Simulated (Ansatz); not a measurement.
# ZrNH+ (quartet): the correlation ladder, def2-QZVPP

One table from this session's results is given with a row withheld; the runs are named, their logs left out.

Computed with Ansatz 0.2.0, Gaussian basis. Level: def2-QZVPP, core rule «outside noble gas», up to 5 orbitals frozen.

To be run: UHF; ROHF; CCSD(T) on UHF.

## What is computed

The geometry is a PBE0/def2-TZVP stationary point (not a proven minimum). No spin-orbit coupling is included. Elements past krypton take def2 core potentials.

3 atoms, charge 1, spin multiplicity 4.

Atoms are counted from 1 here; the program's logs count them from 0.

Bond lengths: Zr1–N2 1.930 Å, N2–H3 1.019 Å. Angles: Zr1–N2–H3 180.0°.

Coordinates:

```xyz
3
HNZr
Zr    0.0000    0.0000    1.6263
N     0.0000    0.0000   -0.3035
H     0.0000    0.0000   -1.3229
```

The first run:

The input, in.yaml:

```yaml
crystal:
  periodic: [false, false, false]
  atoms:
    - {symbol: Zr, position_ang: [0.000000, 0.000000, 1.626338]}
    - {symbol: N, position_ang: [0.000000, 0.000000, -0.303487]}
    - {symbol: H, position_ang: [0.000000, 0.000000, -1.322851]}
basis:
  gaussian: {orbitals: "def2-QZVPP.json"}
total_charge: 1
magnetization: {spin_polarized: true, initial_magnetization: 3}
hamiltonian: {xc: hf}
output: {orbitals: {seedname: orbitals}}
```

The run is started by

```sh
ansatz run in.yaml --threads 1 --pin off --events-out ev --progress --plain --max-ram 4096MiB --backend cpu
```

Steps of the session up to this table: UHF; ROHF; CCSD(T) on UHF.

One of the session's tables, all rows but one given; the rest of the session is left out.

```
  method  from UCCSD(T) (meV)
    ROHF                    ?
     UHF              +6931.9
    UMP2               +676.5
   UCCSD               +323.5
UCCSD(T)                    0
```

**Question.** Estimate the row for ROHF.

**Answer.** from UCCSD(T) (meV): +7140.1. In the column «from UCCSD(T) (meV)» it is the highest.
